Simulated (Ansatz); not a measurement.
# C4H13BO: the cost of one run

Computed with Ansatz 0.2.0, Gaussian basis. Level: the settings change from run to run.

1 further run of the same task is left out (it didn't finish). Runs told in other sessions of the task aren't counted.

### 1 The relaxed structure

An earlier PBE0-D4 in a triple-zeta def2 set relaxation fixed the geometry.

SMILES `C[OH+][B-](C)(C)C`, 19 atoms, charge 0, spin multiplicity 1.

Atoms are counted from 1 here; the program's logs count them from 0.

Bond lengths: C1–O2 1.427 Å, C1–H7 1.091 Å, C1–H8 1.091 Å, C1–H9 1.087 Å, O2–B3 1.769 Å, O2–H10 0.963 Å, B3–C4 1.604 Å, B3–C5 1.598 Å, B3–C6 1.603 Å, C4–H11 1.096 Å, C4–H12 1.096 Å, C4–H13 1.098 Å, C5–H14 1.095 Å, C5–H15 1.096 Å, C5–H16 1.096 Å, C6–H17 1.095 Å, C6–H18 1.095 Å, C6–H19 1.099 Å. Angles: O2–C1–H7 109.4°, O2–C1–H8 111.2°, O2–C1–H9 106.5°, H7–C1–H8 110.6°, H7–C1–H9 109.6°, H8–C1–H9 109.5°, C1–O2–B3 119.5°, C1–O2–H10 110.2°, B3–O2–H10 105.3°, O2–B3–C4 104.6°, O2–B3–C5 102.8°, O2–B3–C6 99.0°, C4–B3–C5 116.1°, C4–B3–C6 115.1°, C5–B3–C6 115.8°, B3–C4–H11 114.4°, B3–C4–H12 108.3°, B3–C4–H13 113.9° and more.

### 2 PBE0/aug-cc-pVTZ

Set apart from the defaults: D4 dispersion.

Contents of in.yaml:

```yaml
crystal:
  periodic: [false, false, false]
  atoms:
    - {symbol: C, position_ang: [1.251456, 1.208138, -1.380278]}
    - {symbol: O, position_ang: [0.832057, 1.022461, -0.029075]}
    - {symbol: B, position_ang: [-0.336649, -0.249932, 0.352301]}
    - {symbol: C, position_ang: [0.263848, -1.568723, -0.335371]}
    - {symbol: C, position_ang: [-1.693359, 0.315799, -0.275427]}
    - {symbol: C, position_ang: [-0.237542, -0.210462, 1.951538]}
    - {symbol: H, position_ang: [1.903779, 2.080402, -1.440337]}
    - {symbol: H, position_ang: [1.760180, 0.320973, -1.760584]}
    - {symbol: H, position_ang: [0.349892, 1.386660, -1.960775]}
    - {symbol: H, position_ang: [1.593020, 0.845382, 0.534536]}
    - {symbol: H, position_ang: [0.258297, -1.550983, -1.430959]}
    - {symbol: H, position_ang: [-0.359927, -2.422019, -0.045655]}
    - {symbol: H, position_ang: [1.281517, -1.817985, -0.007702]}
    - {symbol: H, position_ang: [-1.966484, 1.303133, 0.111285]}
    - {symbol: H, position_ang: [-1.697436, 0.367584, -1.370389]}
    - {symbol: H, position_ang: [-2.511787, -0.361981, -0.006987]}
    - {symbol: H, position_ang: [-0.525216, 0.756160, 2.378593]}
    - {symbol: H, position_ang: [-0.921964, -0.954789, 2.372603]}
    - {symbol: H, position_ang: [0.756300, -0.469840, 2.342694]}
basis:
  gaussian: {orbitals: aug-cc-pVTZ}
hamiltonian: {xc: {name: PBE0}, dispersion: d4}
```

The run is started by

```
$ ansatz run in.yaml --threads 4 --pin off --events-out ev --progress --plain --max-ram 11315MiB
```

What time and memory should one allow on 4 threads of Arm Neoverse V1, shared host?

About 19 s, with a peak of 2.3 GiB.
